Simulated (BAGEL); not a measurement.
**SiHF3 (SMILES [H][Si](F)(F)F): HF/STO-3G (density fitting with qzvpp-jkfit)**

What is the vertical electron affinity of SiHF3 at HF/STO-3G (density fitting with qzvpp-jkfit)? 

Program for the calculation: BAGEL 1.2.2.

2 further runs of the same task are left out: 2 that didn't finish. Runs told in other sessions of the task aren't counted.

## 1. The system as given

The species is SiHF3 (5 atoms), meant as a singlet with charge 0. SMILES: `[H][Si](F)(F)F`. Geometry: relaxed at GFN2-xTB.

Bond lengths: Si1–F3 1.580 Å, Si1–F4 1.580 Å, Si1–F5 1.580 Å, Si1–H2 1.427 Å. Angles: F3–Si1–F4 105.4°, F3–Si1–F5 105.4°, F4–Si1–F5 105.3°, H2–Si1–F3 113.2°, H2–Si1–F4 113.4°, H2–Si1–F5 113.3°.

## 2. A single-point energy at HF/STO-3G (density fitting with qzvpp-jkfit)

File hf.json:

```json
{ "bagel" : [

{
  "title" : "molecule",
  "basis" : "sto-3g",
  "df_basis" : "qzvpp-jkfit",
  "angstrom" : "true",
  "geometry" : [
    { "atom" : "Si", "xyz" : [    0.000340,   -0.000830,    0.089700 ] },
    { "atom" : "H", "xyz" : [    0.013020,   -0.018610,    1.516860 ] },
    { "atom" : "F", "xyz" : [    1.447640,    0.010870,   -0.544430 ] },
    { "atom" : "F", "xyz" : [   -0.734060,    1.260040,   -0.516490 ] },
    { "atom" : "F", "xyz" : [   -0.726940,   -1.251460,   -0.545640 ] }
  ]
},
{ "title" : "hf", "charge" : 0 },
{ "title" : "print", "file" : "orbitals.molden", "orbitals" : "true" }

]}
```

On the command line:

```console
BAGEL_NUM_THREADS=1 BAGEL hf.json > hf.out
```

The program printed:

```text
* using 1 threads per process

  ===============================================================
  ===============================================================

  *** Geometry ***

  { "atom" : "Si", "xyz" : [      0.000643,     -0.001568,      0.169508 ] },
  { "atom" : "H", "xyz" : [      0.024604,     -0.035168,      2.866450 ] },
  { "atom" : "F", "xyz" : [      2.735643,      0.020541,     -1.028824 ] },
  { "atom" : "F", "xyz" : [     -1.387172,      2.381131,     -0.976025 ] },
  { "atom" : "F", "xyz" : [     -1.373718,     -2.364917,     -1.031110 ] },

  Number of auxiliary basis functions:      377

  Since a DF basis is specified, we compute 2- and 3-index integrals:
    o Being stored without compression. Storage requirement is 0.002 GB

  Number of basis functions:       25
  Number of electrons      :       42

    * METHOD: MOLECULE                             0.09

  *** RHF ***

  === Nuclear Repulsion ===
   188.6278466158

      * DIIS with orbital gradients will be used.

  === RHF iteration (sto-3g) ===
      0       -580.24462323          0.02081512           0.01
      1       -580.35400861          0.00321979           0.01
      2       -580.35696456          0.00097420           0.01
      3       -580.35743847          0.00014255           0.01
      4       -580.35744816          0.00001506           0.01
      5       -580.35744824          0.00000204           0.01
      6       -580.35744824          0.00000065           0.01
      7       -580.35744824          0.00000012           0.01
      8       -580.35744824          0.00000002           0.01
      9       -580.35744824          0.00000000           0.01
    * SCF iteration converged.

    * Permanent dipole moment:
           (   -0.003876,     0.006710,    -0.634699) a.u.

    * METHOD: HF                                   0.17

    * METHOD: PRINT                                0.00

  ===============================================================
```

Run time: 0.38 s. Hardware: 1 thread of Arm Neoverse V1, shared host; peak memory 0.085 GiB.

## 3. The doublet anion, same level

File job.json:

```json
{ "bagel": [

{
  "title": "molecule",
  "basis": "sto-3g",
  "df_basis": "qzvpp-jkfit",
  "angstrom": true,
  "geometry": [
    { "atom": "Si", "xyz": [    0.000340,   -0.000830,    0.089700 ] },
    { "atom": "H", "xyz": [    0.013020,   -0.018610,    1.516860 ] },
    { "atom": "F", "xyz": [    1.447640,    0.010870,   -0.544430 ] },
    { "atom": "F", "xyz": [   -0.734060,    1.260040,   -0.516490 ] },
    { "atom": "F", "xyz": [   -0.726940,   -1.251460,   -0.545640 ] }
  ]
},
{
  "title": "uhf",
  "charge": -1,
  "nopen": 1
},
{
  "title": "print",
  "file": "orbitals.molden",
  "orbitals": true
}

]}
```

On the command line:

```console
BAGEL_NUM_THREADS=1 BAGEL job.json > job.out
```

The program printed:

```text
* using 1 threads per process

  ===============================================================
  ===============================================================

  *** Geometry ***

  { "atom" : "Si", "xyz" : [      0.000643,     -0.001568,      0.169508 ] },
  { "atom" : "H", "xyz" : [      0.024604,     -0.035168,      2.866450 ] },
  { "atom" : "F", "xyz" : [      2.735643,      0.020541,     -1.028824 ] },
  { "atom" : "F", "xyz" : [     -1.387172,      2.381131,     -0.976025 ] },
  { "atom" : "F", "xyz" : [     -1.373718,     -2.364917,     -1.031110 ] },

  Number of auxiliary basis functions:      377

  Since a DF basis is specified, we compute 2- and 3-index integrals:
    o Being stored without compression. Storage requirement is 0.002 GB

  Number of basis functions:       25
  Number of electrons      :       42

    * METHOD: MOLECULE                             0.09

  *** Open-shell HF ***

  === Nuclear Repulsion ===
   188.6278466158

      * DIIS with orbital gradients will be used.

  === UHF iteration (sto-3g) ===
      0       -579.82084732          0.03197173           0.02
      1       -579.89635719          0.00410774           0.02
      2       -579.89954638          0.00133417           0.02
      3       -579.90068074          0.00072784           0.02
      4       -579.90120563          0.00033678           0.02
      5       -579.90137881          0.00012078           0.02
      6       -579.90141052          0.00002924           0.02
      7       -579.90141273          0.00001167           0.02
      8       -579.90141312          0.00000752           0.02
      9       -579.90141332          0.00000557           0.02
     10       -579.90141354          0.00000135           0.02
     11       -579.90141355          0.00000030           0.02
     12       -579.90141355          0.00000010           0.02
     13       -579.90141355          0.00000007           0.02
     14       -579.90141355          0.00000006           0.02
     15       -579.90141355          0.00000004           0.02
     16       -579.90141355          0.00000003           0.02
     17       -579.90141355          0.00000001           0.02
     18       -579.90141355          0.00000000           0.02
    * SCF iteration converged.

    * S^2 (UHF) is 0.7674

    * Permanent dipole moment:
           (   -0.011600,     0.002084,     0.566545) a.u.

    * METHOD: UHF                                  0.47

    * METHOD: PRINT                                0.00

  ===============================================================
```

Run time: 0.68 s. Hardware: 1 thread of Arm Neoverse V1, shared host; peak memory 0.085 GiB.

## 4. What came out

At HF/STO-3G (density fitting with qzvpp-jkfit):

| quantity | value |
| --- | --- |
| singlet SiHF3: total energy | -580.35745 Eh |
| singlet SiHF3: dipole moment | 1.61 D |
| singlet SiHF3: HOMO energy | -11.08 eV |
| singlet SiHF3: LUMO energy | 12.73 eV |
| singlet SiHF3: HOMO–LUMO gap | 23.81 eV |
| doublet anion: total energy | -579.90141 Eh |
| doublet anion: ⟨S²⟩ | 0.767 |
| vertical electron affinity (to the doublet anion) | -12.409 eV |

The anion lies 12.41 eV (286 kcal/mol) above the neutral: the electron isn't bound at this level, and such a value depends on the basis. Without diffuse functions anions come out too high. Hartree–Fock misses the correlation that binds many anions. In a minimal basis such a difference can be off by several eV, whatever the method.
